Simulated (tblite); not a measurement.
# C6H7BCl2S: the cost of one run

Computed with tblite 0.8.0 and PySCF 2.14.0, with density-fitted response routines of our own, on a single molecule in the gas phase. Atoms are numbered from 0 throughout.

## 1. Starting geometry

17 atoms, charge 0, multiplicity 1; geometry from: force field or distance geometry start.

Bonds of the start (Å): C0–C1 1.21, C1–C2 1.47, C2–C3 1.49, C3–S4 1.80, S4–C5 1.77, C5–C6 1.32, C5–B7 1.57, B7–Cl8 1.84, B7–Cl9 1.85, C0–H10 1.05, C2–H11 1.09, C2–H12 1.11, C3–H13 1.14, C3–H14 1.12, C6–H15 1.09, C6–H16 1.07.

## 2. Optimising the geometry with GFN2-xTB

What the job is given:

```
{"job": {"kind": "relax", "xc": "GFN2-xTB", "basis": "xTB"}, "charge": 0, "multiplicity": 1}
C      3.972700     0.020100    -0.550500
C      2.840200    -0.334900    -0.339800
C      1.475700    -0.799200    -0.042900
C      0.921900     0.072400     1.032600
S     -0.755300    -0.290600     1.570400
C     -1.873400     0.152000     0.272900
C     -1.574600     0.773300    -0.857700
B     -3.391400    -0.192600     0.496700
Cl    -4.516900     1.263700     0.590700
Cl    -4.028900    -1.659000    -0.439200
H      4.950900     0.343500    -0.731600
H      0.850800    -0.713600    -0.935700
H      1.520100    -1.871900     0.239200
H      1.603900     0.005600     1.943000
H      0.995200     1.155900     0.745100
H     -2.395500     0.976600    -1.551000
H     -0.602300     1.110600    -1.153200
```

On the command line:

```sh
$ OMP_NUM_THREADS=1 python probes_run.py task.json out
```

The driver reads the jobs from task.json and runs them one after another.

Q: Estimate the wall time of this first job on 1 thread of Arm Neoverse N1, shared host.

About 2.5 s.
